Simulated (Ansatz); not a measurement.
# Alloy of AlN and SiC (6 of 48 Al sites, 6 of 48 N sites exchanged), 96 atoms, part 2 of 2

Ansatz 0.2.0, PAW. The steps go on from the part before.

### 3 HSE06 on the final geometry

The input, in.yaml:

```yaml
crystal:
  lattice:
    - [9.348847, 0.000000, 0.000000]
    - [0.000000, 10.777243, 0.000000]
    - [0.000000, 0.000000, 9.983932]
  atoms:
    - { symbol: Si, position: [0.167024, 0.083853, 0.247966] }
    - { symbol: Si, position: [0.167247, 0.083410, 0.750037] }
    - { symbol: Si, position: [0.167095, 0.585432, 0.748583] }
    - { symbol: Si, position: [0.666775, 0.331873, 0.251180] }
    - { symbol: Si, position: [0.665856, 0.664653, 0.998433] }
    - { symbol: Si, position: [0.833262, 0.916118, 0.502849] }
    - { symbol: Al, position: [0.003593, 0.335397, 0.253340] }
    - { symbol: Al, position: [0.001980, 0.335669, 0.742297] }
    - { symbol: Al, position: [0.499059, 0.081136, 0.249574] }
    - { symbol: Al, position: [0.501265, 0.080732, 0.748614] }
    - { symbol: Al, position: [0.332789, 0.331944, 0.248796] }
    - { symbol: Al, position: [0.335243, 0.334338, 0.750726] }
    - { symbol: Al, position: [0.168336, 0.583774, 0.251256] }
    - { symbol: Al, position: [0.996814, 0.834350, 0.248136] }
    - { symbol: Al, position: [0.000087, 0.833344, 0.748224] }
    - { symbol: Al, position: [0.837076, 0.083295, 0.249089] }
    - { symbol: Al, position: [0.833036, 0.081957, 0.750017] }
    - { symbol: Al, position: [0.664782, 0.333234, 0.749097] }
    - { symbol: Al, position: [0.499988, 0.583802, 0.244502] }
    - { symbol: Al, position: [0.500927, 0.581782, 0.744218] }
    - { symbol: Al, position: [0.333183, 0.831912, 0.250537] }
    - { symbol: Al, position: [0.331768, 0.835499, 0.750788] }
    - { symbol: Al, position: [0.833197, 0.582733, 0.251111] }
    - { symbol: Al, position: [0.831560, 0.583912, 0.747181] }
    - { symbol: Al, position: [0.670372, 0.832556, 0.245851] }
    - { symbol: Al, position: [0.666335, 0.829303, 0.749464] }
    - { symbol: Al, position: [0.002314, 0.165193, 0.499996] }
    - { symbol: Al, position: [0.999921, 0.168605, 0.994709] }
    - { symbol: Al, position: [0.333535, 0.167092, 0.498660] }
    - { symbol: Al, position: [0.333956, 0.164846, 0.990426] }
    - { symbol: Al, position: [0.170136, 0.418545, 0.498235] }
    - { symbol: Al, position: [0.167746, 0.418090, 0.996554] }
    - { symbol: Al, position: [0.000574, 0.665318, 0.491936] }
    - { symbol: Al, position: [0.999245, 0.668393, 0.001004] }
    - { symbol: Al, position: [0.668010, 0.163767, 0.498448] }
    - { symbol: Al, position: [0.667793, 0.166582, 0.998830] }
    - { symbol: Al, position: [0.499412, 0.418322, 0.495543] }
    - { symbol: Al, position: [0.503294, 0.415338, 0.997511] }
    - { symbol: Al, position: [0.333641, 0.666971, 0.497305] }
    - { symbol: Al, position: [0.333625, 0.667821, 0.997179] }
    - { symbol: Al, position: [0.165790, 0.919096, 0.498550] }
    - { symbol: Al, position: [0.164637, 0.916838, 0.998521] }
    - { symbol: Al, position: [0.833043, 0.417953, 0.499454] }
    - { symbol: Al, position: [0.829816, 0.416941, 0.996102] }
    - { symbol: Al, position: [0.667581, 0.667699, 0.499466] }
    - { symbol: Al, position: [0.501650, 0.915606, 0.499648] }
    - { symbol: Al, position: [0.500245, 0.912622, 0.000843] }
    - { symbol: Al, position: [0.835498, 0.915610, 0.996706] }
    - { symbol: N, position: [0.011444, 0.161930, 0.187947] }
    - { symbol: N, position: [0.008687, 0.161083, 0.695682] }
    - { symbol: N, position: [0.324113, 0.159737, 0.188342] }
    - { symbol: N, position: [0.170618, 0.416211, 0.185322] }
    - { symbol: N, position: [0.170384, 0.429508, 0.695429] }
    - { symbol: N, position: [0.010306, 0.661730, 0.690851] }
    - { symbol: N, position: [0.667935, 0.174115, 0.194084] }
    - { symbol: N, position: [0.668643, 0.167621, 0.687912] }
    - { symbol: N, position: [0.510149, 0.405034, 0.191147] }
    - { symbol: N, position: [0.500358, 0.413905, 0.686983] }
    - { symbol: N, position: [0.332155, 0.668335, 0.186208] }
    - { symbol: N, position: [0.320443, 0.666556, 0.693367] }
    - { symbol: N, position: [0.166857, 0.928498, 0.191626] }
    - { symbol: N, position: [0.165917, 0.925202, 0.691551] }
    - { symbol: N, position: [0.821889, 0.408385, 0.189901] }
    - { symbol: N, position: [0.831025, 0.416841, 0.692345] }
    - { symbol: N, position: [0.668742, 0.666770, 0.178106] }
    - { symbol: N, position: [0.668002, 0.666161, 0.688505] }
    - { symbol: N, position: [0.501115, 0.915404, 0.191154] }
    - { symbol: N, position: [0.499316, 0.911759, 0.690592] }
    - { symbol: N, position: [0.832381, 0.921285, 0.186434] }
    - { symbol: N, position: [0.167081, 0.081313, 0.425031] }
    - { symbol: N, position: [0.163596, 0.082061, 0.930987] }
    - { symbol: N, position: [0.999290, 0.335620, 0.937523] }
    - { symbol: N, position: [0.501342, 0.082074, 0.437828] }
    - { symbol: N, position: [0.504087, 0.079538, 0.943684] }
    - { symbol: N, position: [0.335438, 0.331219, 0.436615] }
    - { symbol: N, position: [0.334149, 0.332860, 0.942919] }
    - { symbol: N, position: [0.168335, 0.585525, 0.441715] }
    - { symbol: N, position: [0.164481, 0.584522, 0.926257] }
    - { symbol: N, position: [0.992545, 0.840523, 0.442915] }
    - { symbol: N, position: [0.001834, 0.834316, 0.937541] }
    - { symbol: N, position: [0.835417, 0.072937, 0.440227] }
    - { symbol: N, position: [0.833423, 0.083855, 0.942401] }
    - { symbol: N, position: [0.666962, 0.328899, 0.428759] }
    - { symbol: N, position: [0.667754, 0.329426, 0.938270] }
    - { symbol: N, position: [0.330491, 0.836997, 0.441132] }
    - { symbol: N, position: [0.330399, 0.836961, 0.940601] }
    - { symbol: N, position: [0.832189, 0.584912, 0.442057] }
    - { symbol: N, position: [0.826476, 0.588038, 0.939934] }
    - { symbol: N, position: [0.677979, 0.839759, 0.437421] }
    - { symbol: N, position: [0.668716, 0.824819, 0.944917] }
    - { symbol: C, position: [0.324254, 0.162204, 0.693695] }
    - { symbol: C, position: [0.000669, 0.666401, 0.191646] }
    - { symbol: C, position: [0.832263, 0.914949, 0.683184] }
    - { symbol: C, position: [0.000703, 0.332138, 0.445138] }
    - { symbol: C, position: [0.501649, 0.586451, 0.436718] }
    - { symbol: C, position: [0.507603, 0.586425, 0.941202] }
  symmetry: { detect: false }
kpoints:
  mp_grid: { grid: [1, 1, 1], shift: [0.25, 0.25, 0.25] }
hamiltonian:
  xc: hse06
scf:
  occupations: { method: fermi_dirac, width: 0.01 }
output:
  forces: true
  eigenvalues: true
  populations: true
  eigenstates: { kpoints: [[0.25, 0.25, 0.25]], e_range: [-6.0, 6.0], localisation: true }
  write_density: true
  write_potential: true
  elf: true
  volumetric_format: npy
```

The run is started by

```sh
$ ansatz run in.yaml --threads 2 --pin off --max-ram 30400MiB --runs-dir r --events-out ev --progress --plain --backend cuda --devices 0, --max-vram 18GiB
```

The log of the run:

```text
Pseudopotentials: kind: paw
Functional definition: HSE06
  parameter a = 0.25
  parameter omega = 0.11/bohr
  exchange = pbe_x - a*pbe_x_sr(omega) + a*exact_x_sr(omega)
  correlation = pbe_c
Crystal: 96 atoms, lattice volume = 1005.929 Å³
Basis set: ecut = 420 eV, 19655 PW (Γ), exchange–correlation on 128×150×144 points (8 copies of the dense FFT grid, shifted against one another)
Bands: 288, of which v1, the nominal top of the filled ones, is band 192 counted from 1 (191 counted from 0)
Symmetry: 1 space group operations
k-points: 1
Non-local potential: Si, projectors of the file, l = 0: 2, l = 1: 2, l = 2: 2
Non-local potential: Al, projectors of the file, l = 0: 2, l = 1: 2, l = 2: 1
Non-local potential: N, projectors of the file, l = 0: 2, l = 1: 2, l = 2: 1
Non-local potential: C, projectors of the file, l = 0: 2, l = 1: 2, l = 2: 1
PAW form: soft (Blöchl's): semilocal exchange-correlation on the pseudo side does not see the compensation charge
PAW frozen core: Si, regenerated for the run's functional, and the local potential with it (the file was generated under x = pbe(κ = 0.804, μ = 0.2195149727645171), c = pbe(β = 0.06672455060314922))
PAW frozen core: Al, regenerated for the run's functional, and the local potential with it (the file was generated under x = pbe(κ = 0.804, μ = 0.2195149727645171), c = pbe(β = 0.06672455060314922))
PAW frozen core: N, regenerated for the run's functional, and the local potential with it (the file was generated under x = pbe(κ = 0.804, μ = 0.2195149727645171), c = pbe(β = 0.06672455060314922))
PAW frozen core: C, regenerated for the run's functional, and the local potential with it (the file was generated under x = pbe(κ = 0.804, μ = 0.2195149727645171), c = pbe(β = 0.06672455060314922))
PAW one-centre angular grid: Si, 110 points (default); XC on 64 Gauss nodes
PAW one-centre angular grid: Al, 110 points (default); XC on 64 Gauss nodes
PAW one-centre angular grid: N, 110 points (default); XC on 64 Gauss nodes
PAW one-centre angular grid: C, 110 points (default); XC on 64 Gauss nodes
Initial density: superposition of atomic densities (neutral atoms: chi_scale 0, normalization atom), corrected by the library's trained network
Initial wavefunctions: pseudopotential atomic-orbital guess
Functional: x = pbe(κ = 0.804, μ = 0.2195149727645171), c = pbe(β = 0.06672455060314922), warm-up for x = pbe(κ = 0.804, μ = 0.2195149727645171) + 0.25 (exact − pbe) at short range (hse, ω = 0.20786987370883472 Å⁻¹), c = pbe(β = 0.06672455060314922); HSE06 as pw.x's `hse` composes it (authors' and Libxc's form: `xc: wpbeh`)
SCF iter   1: F=—  HF=-44134.380778 eV  |F-HF|=—  |Δ(HF+E_count)|=         —  Δρ=1.91e-3  dr2=9.14e-2  ethr=1.77e-3  ⟨swp⟩=17.0  Hψ=1742  notcnv=0
preconditioner: auto → none  [insulator: Δε(μ)=4.199 eV  Ē_g=12.969 eV  σ=0.010 eV  W_gap=1.00  n_scr=218 (ndim 8)  ℏωp=22.9 eV  f_vac=0.000  D(μ)=0.00/eV (n_scr^D=0)]
SCF iter   2: F=—  HF=-44134.385397 eV  |F-HF|=—  |Δ(HF+E_count)|=   4.62e-3  Δρ=9.90e-4  dr2=1.31e-2  ethr=2.38e-5  ⟨swp⟩=8.0  Hψ=1046  notcnv=0  defer=23
SCF iter   3: F=-44134.384207 eV  HF=-44134.385003 eV  |F-HF|=7.96e-4  |Δ(HF+E_count)|=   3.94e-4  Δρ=3.27e-4  dr2=1.55e-3  ethr=3.40e-6  ⟨swp⟩=10.0  Hψ=881  notcnv=0  defer=20
SCF 1 stopped early in 3 iterations: F = -44134.384207 eV  dr2 = 1.55e-3
Initial density: handed on by an earlier stage of this run
Initial wavefunctions: those handed on with the density
Functional: x = pbe(κ = 0.804, μ = 0.2195149727645171) + 0.25 (exact − pbe) at short range (hse, ω = 0.20786987370883472 Å⁻¹), c = pbe(β = 0.06672455060314922); HSE06 as pw.x's `hse` composes it (authors' and Libxc's form: `xc: wpbeh`)
Exchange kernel: α = 0.2500, screened, ω = 0.2079 Å⁻¹, Wigner–Seitz truncation, v(0) = 904.5272 eV·Å³, q-mesh 1×1×1, nearest image of the exchange supercell L = 9.35 Å, pair-density grid 45×54×48, without the augmentation charges, whose exchange is taken in its separable form (sized by the pseudopotential files, 64×75×72 at the most)
Frozen-core exchange: fock
SCF iter   1: F=—  HF=-44157.547713 eV  |F-HF|=—  |Δ(HF+E_count)|=         —  Δρ=6.17e-3  dr2=2.04e-1  ethr=4.02e-6  ⟨swp⟩=15.0  Hψ=1719  notcnv=0
preconditioner: auto → none  [insulator: Δε(μ)=5.307 eV  Ē_g=14.937 eV  σ=0.010 eV  W_gap=1.00  n_scr=218 (ndim 8)  ℏωp=22.9 eV  f_vac=0.000  D(μ)=0.00/eV (n_scr^D=0)]
SCF iter   2: F=—  HF=-44157.474130 eV  |F-HF|=—  |Δ(HF+E_count)|=   7.36e-2  Δρ=2.82e-3  dr2=5.73e-2  ethr=4.02e-6  ⟨swp⟩=6.0  Hψ=1020  notcnv=0
SCF iter   3: F=—  HF=-44157.465483 eV  |F-HF|=—  |Δ(HF+E_count)|=   8.65e-3  Δρ=9.44e-4  dr2=4.50e-2  ethr=4.02e-6  ⟨swp⟩=6.0  Hψ=1000  notcnv=0
SCF iter   4: F=—  HF=-44157.584087 eV  |F-HF|=—  |Δ(HF+E_count)|=   1.19e-1  Δρ=5.85e-4  dr2=3.65e-3  ethr=4.02e-6  ⟨swp⟩=7.0  Hψ=1090  notcnv=0
iter 5 solved again at ethr=3.21e-8 eV; its pass at ethr=8.25e-7 eV (dr2=1.23e-4 eV) is discarded
SCF iter   5: F=—  HF=-44157.583307 eV  |F-HF|=—  |Δ(HF+E_count)|=   7.80e-4  Δρ=1.30e-4  dr2=4.56e-4  ethr=3.21e-8  ⟨swp⟩=4.0  Hψ=1208  notcnv=0
eigensolver tolerance schedule calibrated: the retry pair's looser diagonalisation under-reported the residual by θ = 0.18 (0.13/decade); ethr = c·dr2/N_el runs at the constant in force after the calibration composes with the one it found (an armed cap, an earlier calibration), c = 6.3e-2
SCF iter   6: F=—  HF=-44157.585758 eV  |F-HF|=—  |Δ(HF+E_count)|=   2.45e-3  Δρ=1.65e-4  dr2=6.06e-4  ethr=2.45e-8  ⟨swp⟩=8.0  Hψ=1053  notcnv=0
SCF iter   7: F=-44157.585605 eV  HF=-44157.585609 eV  |F-HF|=3.80e-6  |Δ(HF+E_count)|=   1.50e-4  Δρ=2.79e-5  dr2=1.60e-5  ethr=2.45e-8  ⟨swp⟩=4.0  Hψ=724  notcnv=0
SCF 2 stopped early in 7 iterations: F = -44157.585605 eV  dr2 = 1.60e-5
  Residual-converged pass: ⟨swp⟩=3.0  Hψ=672  notcnv=0  max |occ|·‖R‖ = 6.5e-6 eV (tolerance 6.7e-6 eV)  dr2=1.62e-5  dr2_onsite=1.57e-6  max |Δocc| = 0.0e0
[... from here the SCF cycle lines were not kept, up to the last twenty ...]
hybrid outer 1: dexx = +1.364e-1 eV, tail = 8.44e-5 eV
SCF iter   1: F=—  HF=-44157.585194 eV  |F-HF|=—  |Δ(HF+E_count)|=         —  Δρ=1.81e-5  dr2=5.05e-6  ethr=1.10e-7  ⟨swp⟩=14.0  Hψ=909  notcnv=0
preconditioner: auto → none  [insulator: Δε(μ)=5.286 eV  Ē_g=14.945 eV  σ=0.010 eV  W_gap=1.00  n_scr=218 (ndim 8)  ℏωp=22.9 eV  f_vac=0.000  D(μ)=0.00/eV (n_scr^D=0)]
SCF iter   2: F=—  HF=-44157.585196 eV  |F-HF|=—  |Δ(HF+E_count)|=   1.52e-6  Δρ=1.02e-5  dr2=6.64e-7  ethr=6.70e-10  ⟨swp⟩=4.0  Hψ=853  notcnv=0
SCF iter   3: F=—  HF=-44157.585197 eV  |F-HF|=—  |Δ(HF+E_count)|=   8.54e-7  Δρ=6.96e-6  dr2=4.06e-7  ethr=8.78e-11  ⟨swp⟩=8.0  Hψ=967  notcnv=0  defer=19
SCF iter   4: F=-44157.585197 eV  HF=-44157.585197 eV  |F-HF|=1.53e-8  |Δ(HF+E_count)|=   5.12e-8  Δρ=1.82e-6  dr2=2.50e-8  ethr=6.39e-11  ⟨swp⟩=7.0  Hψ=716  notcnv=0  defer=8
SCF 3 converged in 4 iterations: F = -44157.585197 eV  dr2 = 2.50e-8
  Residual-converged pass: ⟨swp⟩=3.0  Hψ=557  notcnv=0  max |occ|·‖R‖ = 2.6e-6 eV (tolerance 3.1e-6 eV)  dr2=2.64e-8  dr2_onsite=3.00e-9  max |Δocc| = 0.0e0
hybrid outer 2: dexx = +9.541e-7 eV, tail = 6.07e-8 eV, Δε = 7.73e-4 eV (about 2.47e-5 eV left of the loop's levels), ΔF = 3.88e-3 eV/Å (tail 2.97e-4)
NSCF: frozen V_eff on 1 k-points
hybrid SCF converged: 2 outer / 11 inner (+3 warm-up), last move |dexx| = 9.54e-7 eV, tail = 6.07e-8 eV
Stability not checked: this state was not tested for a lower state beside it, because the functional holds exact exchange (a hybrid, or Hartree-Fock), whose exchange loop this test does not read (fock_operator; see scf.lower_state_search)
Free energy (F): -44157.585197 eV
Harris-Foulkes:  -44157.585197 eV  (|F-HF|=1.53e-8)
Internal energy: -44157.585197 eV  (E = F + TS)
E sigma→0 (E₀):  -44157.585197 eV
Fermi energy:    9.940641 eV
--- Per-component energies (eV) ---
  E_band       = 246.589570
  E_kinetic    = 7531.135485
  E_local      = -10251.777607  (includes V_loc(G=0)·N_el)
  E_nonlocal   = 2576.930305
  E_hartree    = 3576.736021
  E_xc         = -3982.045549
  E_vxc        = -4179.861840  (∫ρ·V_xc dr)
  E_exx        = -843.343308  (= α·E_x^exact, valence–valence)
  E_paw        = -28769.660994  (= ΣΔE_a)
  E_vpaw       = -896.632490  (= ΣTr[D̂ρ^β])
  E_aug_tail   = 0.004167  (compensation charges beyond the density's cutoff)
  E_ewald      = -13992.291933
  E_core_change = -3.271786  (= ΣΔE_core)
  E_smearing   = -0.000000  (= −TS)
  E_closure    = 0.000003  (closes the sum)
  Σ components = -44157.585197   (vs F -44157.585197, Δ=7.28e-12)
--- Forces (eV/Å), atoms counted from 1 ---
  atom   1  Si     0.00761041    -0.02799258    -0.00427113
  atom   2  Si    -0.01471042     0.01136325     0.00917698
[... 48 atoms left out ...]
  atom  51  N     -0.06024684    -0.03313051     0.04762499
[... 1 atom left out ...]
  atom  53  N     -0.01858878     0.08231410     0.03424011
  atom  54  N      0.06905200    -0.02857950     0.04885918
[... 2 atoms left out ...]
  atom  57  N      0.06023844    -0.05326720     0.02300127
[... 2 atoms left out ...]
  atom  60  N     -0.08323599    -0.03075799     0.03058619
  atom  61  N     -0.00191019     0.09582569     0.01273637
[... 1 atom left out ...]
  atom  63  N     -0.07253650    -0.04080855     0.02352790
[... 19 atoms left out ...]
  atom  83  N     -0.00390278    -0.01851234    -0.08376395
[... 13 atoms left out ...]
  max |Σ_I F_I| component: 4.03e-4 eV/Å
--- Band table (eV) ---
  k-point 0: bands = [... 180 lower levels ..., "6.5996", "6.7002", "6.7263", "6.7505", "6.8285", "6.8409", "6.9221", "6.9702", "7.0647", "7.1423", "7.1644", "7.2975", "12.5837", "12.6690", "12.7694", "12.8391", "12.9082", "12.9791", "13.0638", "13.1223", "13.1942", "13.2931", "13.3634", "13.4637", ... 84 higher levels ...]
--- Löwdin populations: 96 sites ---
  site symbol       q [e]
     0     Si      2.5695
     1     Si      2.6457
[... 94 atoms left out ...]
  spilling = 0.009334 (of n_electrons = 384.000000)
```

Wall time 61 s (1 × NVIDIA H100 80GB HBM3 with 2 threads of AMD EPYC 7R13, shared host); peak host memory 2.9 GiB.

Top filled level 7.298 eV, lowest empty level 12.584 eV: 5.29 eV apart at the single k point (¼, ¼, ¼).

The states next to the gap (eigenstates.tsv), from the top filled level:

```tsv
level (eV)	spin	filling	atoms sharing it	main element	its share	largest atom
-0.23	both	2.00	8.5	C	0.46	C95 (0.32)
-0.16	both	2.00	12.2	C	0.47	C92 (0.23)
-0.13	both	2.00	14.2	C	0.44	C95 (0.18)
0.00	both	2.00	8.4	C	0.46	C95 (0.30)
5.29	both	0.00	82.5	Al	0.46	–
5.37	both	0.00	79.5	Al	0.48	–
5.47	both	0.00	72.2	Al	0.45	–
5.54	both	0.00	79.9	Al	0.45	–
```

Forces by HSE06 reach 0.10 eV/Å at most on these atoms (on N61).

Density in a lattice plane of the grid's cell (edges 10.78 and 9.98 Å, at 0.822 of the third edge), which holds Si and Al and N and C.

Values in e/Å³, 12 rows by 12 columns:
```
0.56 3.33 0.46 0.07 0.16 0.11 0.51 3.46 0.55 0.07 0.15 0.11
0.18 0.45 0.14 0.04 0.08 0.12 0.17 0.49 0.16 0.04 0.09 0.12
0.45 0.06 0.15 0.07 0.34 1.69 0.47 0.06 0.15 0.08 0.36 0.93
0.58 0.13 0.15 0.06 0.45 3.32 0.57 0.11 0.15 0.08 0.51 1.78
0.26 0.11 0.08 0.04 0.14 0.45 0.18 0.12 0.09 0.05 0.25 0.85
0.70 1.43 0.25 0.07 0.16 0.06 0.45 1.60 0.36 0.08 0.26 0.07
0.83 3.27 0.30 0.07 0.17 0.12 0.54 3.33 0.49 0.07 0.21 0.24
0.19 0.47 0.12 0.05 0.09 0.11 0.17 0.46 0.15 0.04 0.08 0.11
0.48 0.06 0.15 0.08 0.42 1.55 0.37 0.06 0.16 0.08 0.29 1.38
0.70 0.11 0.14 0.07 0.62 3.40 0.43 0.12 0.17 0.07 0.40 3.44
0.19 0.12 0.08 0.04 0.17 0.49 0.15 0.11 0.09 0.04 0.14 0.53
0.45 1.61 0.36 0.07 0.15 0.06 0.41 1.50 0.38 0.08 0.15 0.06
```
Columns run along the first of these edges and rows up along the second, over one cell in 12 and 12 even steps from the bottom left corner. Atoms in the plane (fractional): Si at (0.92, 0.50), Al at (0.08, 0.25), Al at (0.08, 0.75), Al at (0.58, 0.25), Al at (0.58, 0.75), Al at (0.42, 0.50), Al at (0.42, 1.00), Al at (0.92, 1.00), N at (0.41, 0.19), N at (0.42, 0.69), N at (0.92, 0.19), N at (0.07, 0.44), N at (0.08, 0.94), N at (0.58, 0.44), N at (0.59, 0.94), C at (0.91, 0.68).

ELF in the same plane.

Ten even steps from '0' (0.00) to '9' (0.90):
```
981782012103981682012103
798961001102798961001102
268730000111269730001111
600011015788500011036778
920021028858910021159858
950221027848830221048617
620000004898410000027999
323310001222234320013675
988961011000998972012133
962861012103981782013316
788840001102798961001213
278620000011278720000000
400011014677400011014777
920021038759910021027968
950121028748820111017837
510000016998400000004899
234420001332233210001232
998972011000998872011000
```
Columns run along the first of these edges and rows up along the second, over one cell in 24 and 18 even steps from the bottom left corner. Atoms in the plane (fractional): Si at (0.92, 0.50), Al at (0.08, 0.25), Al at (0.08, 0.75), Al at (0.58, 0.25), Al at (0.58, 0.75), Al at (0.42, 0.50), Al at (0.42, 1.00), Al at (0.92, 1.00), N at (0.41, 0.19), N at (0.42, 0.69), N at (0.92, 0.19), N at (0.07, 0.44), N at (0.08, 0.94), N at (0.58, 0.44), N at (0.59, 0.94), C at (0.91, 0.68).

Both are smooth fields of the valence electrons: close to the nuclei they are not physical.

Maxima of ELF outside the ion cores: 0.92 on the C–Si line, 0.9 Å from C; 0.91 on the C–Al line, 0.9 Å from C.

### 4 Outcome

The summary covers parts 1 to 2. Changes of volume or cell count from the first structure of part 1.

| level | time | top filled to lowest empty (eV) |
| --- | --- | --- |
| PBEsol, relaxation | 33 s (GPU) | 3.98 |
| HSE06 | 61 s (GPU) | 5.29 |

| quantity | value |
| --- | --- |
| relaxation | 6 recorded steps, 5.42 eV gained |
| largest shift | 0.16 Å (N83 and others alike) |
| relaxed cell | a = 9.349 Å, b = 10.777 Å, c = 9.984 Å, α = 90.00°, β = 90.00°, γ = 90.00° |
| mean bonds | Al–C 1.916, Al–N 1.912, C–Si 1.794, N–Si 1.785 Å |

**In words.** The relaxation lowers the energy by 5.42 eV; the largest shift is 0.16 Å (N83 and others alike), while the volume changes by +0.3 %. The mean lengths of the listed bonds run from N–Si 1.79 Å to Al–C 1.92 Å. At the same k points, PBEsol gives a spacing 1.30 eV smaller than the 5.29 eV of HSE06. With one k point the spacing samples only the states that fold onto it, so it can exceed the gap over the zone.
